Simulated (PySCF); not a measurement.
# DyH6N (Dy(H)3(NH3)): the cost of one run

Program: PySCF 2.14.0. Level of theory: several levels, as the steps say, no spin–orbit coupling. These are calculated values, not measurements.

1 further run of the same task is left out (for a known fault of the program).

## 1. The starting structure

8 atoms, charge 0, spin multiplicity 1.

Bond lengths: Dy1–H2 2.035 Å, Dy1–H3 2.035 Å, Dy1–H4 2.035 Å, Dy1–N5 2.484 Å, N5–H6 1.023 Å, N5–H7 1.023 Å, N5–H8 1.023 Å. Angles: H2–Dy1–H3 118.8°, H2–Dy1–H4 118.8°, H2–Dy1–N5 96.4°, H3–Dy1–H4 118.8°, H3–Dy1–N5 96.4°, H4–Dy1–N5 96.4°, Dy1–N5–H6 112.3°, Dy1–N5–H7 112.3°, Dy1–N5–H8 112.3°, H6–N5–H7 106.5°, H6–N5–H8 106.5°, H7–N5–H8 106.5°.

Geometry (Å):

```
atom    x (Å)    y (Å)    z (Å)
 Dy1   0.2306  -0.2306   0.2306
  H2   1.1867   1.2896   1.1867
  H3  -1.2896  -1.1867   1.1867
  H4   1.1867  -1.1867  -1.2896
  N5  -1.2035   1.2035  -1.2035
  H6  -1.8135   1.8135  -0.6544
  H7  -0.6544   1.8135  -1.8135
  H8  -1.8135   0.6544  -1.8135
```

Formal oxidation states: Dy +3. Each metal's 9 4f electrons lie in its core potential, so multiplicities, spins and levels count the valence alone. An earlier session relaxed this geometry at PBE0, Dy lcecp-1-SVP with ECP55, H def2-SVP, N def2-SVP (singlet, point group C3v).

At PBE0 on the finer grid: E = -95.267756 Eh, HOMO -6.25 eV, LUMO -0.39 eV, Mulliken charge on Dy1 +0.54 e, largest force component 0.001 eV/Å. 

Levels to run: PBE; M06-L; PBE0, TZVP. Hardware: 2 threads of Arm Neoverse V2, shared host.

## 2. PBE

run.py (the lines that set the calculation)

```python
mol = gto.M(atom='''
Dy     0.23059    -0.23059     0.23059
H      1.18674     1.28957     1.18674
H     -1.28957    -1.18674     1.18674
H      1.18674    -1.18674    -1.28957
N     -1.20352     1.20352    -1.20352
H     -1.81350     1.81350    -0.65439
H     -0.65439     1.81350    -1.81350
H     -1.81350     0.65439    -1.81350''',
    basis={'Dy': 'lcecp-1-SVP', 'H': 'def2-SVP', 'N': 'def2-SVP'},
    ecp={'Dy': 'lcecp-1-SVP'},
    charge=0, spin=0)
mf = dft.RKS(mol, xc='PBE')
mf.grids.atom_grid = (75, 302)  # f atoms: unpruned, at least (60, 302)
mf = mf.density_fit()  # fitting sets: Dy AutoAux, H def2-universal-JKFIT, N def2-universal-JKFIT
mf.conv_tol = 1e-08; mf.max_cycle = 55
mf.kernel(dm0)  # dm0: the density of the relaxed state
```

On the command line:

```
$ OMP_NUM_THREADS=2 python run.py
```

**Question.** How long does this run take on 2 threads of Arm Neoverse V2, shared host?

About 3.1 s.
